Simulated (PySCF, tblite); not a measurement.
# C5H9O2Si radical: geometry, infrared bands and EPR parameters

Wanted: the infrared bands and EPR parameters of C5H9O2Si radical (`C=C[C@]1(C)CO[SiH]O1`), by calculation.

Programs: tblite 0.8.0 and PySCF 2.14.0, with density-fitted response routines of our own. Each step states its level of theory. These are calculated values for one molecule in the gas phase, unless marked as measured. Atoms count from 0, in the outputs and in this text.

## (1) The starting structure

17 atoms, charge 0, multiplicity 2; geometry from: force field or distance geometry start.

Bonds of the start (Å): C0–C1 1.34, C1–C2 1.48, C2–C3 1.55, C2–C4 1.47, C4–O5 1.39, O5–Si6 1.74, Si6–O7 1.72, O7–C2 1.37, C0–H8 1.08, C0–H9 1.09, C1–H10 1.07, C3–H11 1.11, C3–H12 1.10, C3–H13 1.11, C4–H14 1.12, C4–H15 1.13, Si6–H16 1.47.

## (2) Relaxing the molecule with GFN2-xTB

What the job is given:

```
{"job": {"kind": "relax", "xc": "GFN2-xTB", "basis": "xTB"}, "charge": 0, "multiplicity": 2}
C      2.314900     0.086300    -0.583700
C      1.283400     0.667600     0.044200
C     -0.084500     0.127800    -0.102000
C     -1.028900     1.350900     0.008700
C     -0.381300    -0.835500     0.964900
O     -0.332800    -2.140600     0.485200
Si    -1.114700    -1.871100    -1.044400
O     -0.320300    -0.376000    -1.355000
H      2.119300    -0.771000    -1.215400
H      3.333800     0.464700    -0.475100
H      1.456300     1.512200     0.685000
H     -2.007700     0.984100    -0.362700
H     -0.578300     2.154500    -0.589400
H     -1.065500     1.714100     1.053600
H      0.330300    -0.782400     1.824000
H     -1.410400    -0.742900     1.416700
H     -2.520500    -1.530700    -0.764500
```

Launch:

```sh
$ OMP_NUM_THREADS=1 python probes_run.py task.json out
```

This one command runs all jobs of the session in turn.

**Question.** This job is followed by: GFN2-xTB harmonic vibrations, gas phase; UKS B3LYP, pcH-1 on C H O Si, non-relativistic, mean-field spin-orbit, GIAO. Predict these results of the whole session: strongest single infrared mode (GFN2-xTB); zero-point energy (GFN2-xTB); g(iso) (B3LYP); ⟨S²⟩; largest a(iso) (averaged by class); potential on the surface of density 0.002 e/bohr³, 1st and 99th percentile.

As calculated:

| quantity | value |
| --- | --- |
| strongest single infrared mode (GFN2-xTB) | 2250 cm⁻¹, 211 km/mol |
| zero-point energy (GFN2-xTB) | 81.8 kcal/mol |
| g(iso) (B3LYP) | 2.00200 |
| ⟨S²⟩ | 0.752 (exact 0.75) |
| largest a(iso) (averaged by class) | 29Si on Si6, -733.7 MHz |
| potential on the surface of density 0.002 e/bohr³, 1st and 99th percentile | -1.27 V and 1.05 V |

Over 97 steps the energy fell by 0.917 eV; of the close pairs, C2–C4 changed most, 1.468 to 1.560 Å. All 45 modes are real, so the xTB geometry is a minimum. The strongest single mode, at 2250 cm⁻¹, moves mainly H16. GFN2-xTB is a fitted tight-binding method: band positions and strengths are rough. Its intensities can rank the bands wrongly. Most of the unpaired spin sits on Si6 (0.74 e). The isotropic g lies 0.3 ppt below the free-electron value. These values are for one conformer; the search (at its own cheap level) found 1 more, at 0.88 kcal/mol, and measured spectra average over such forms.
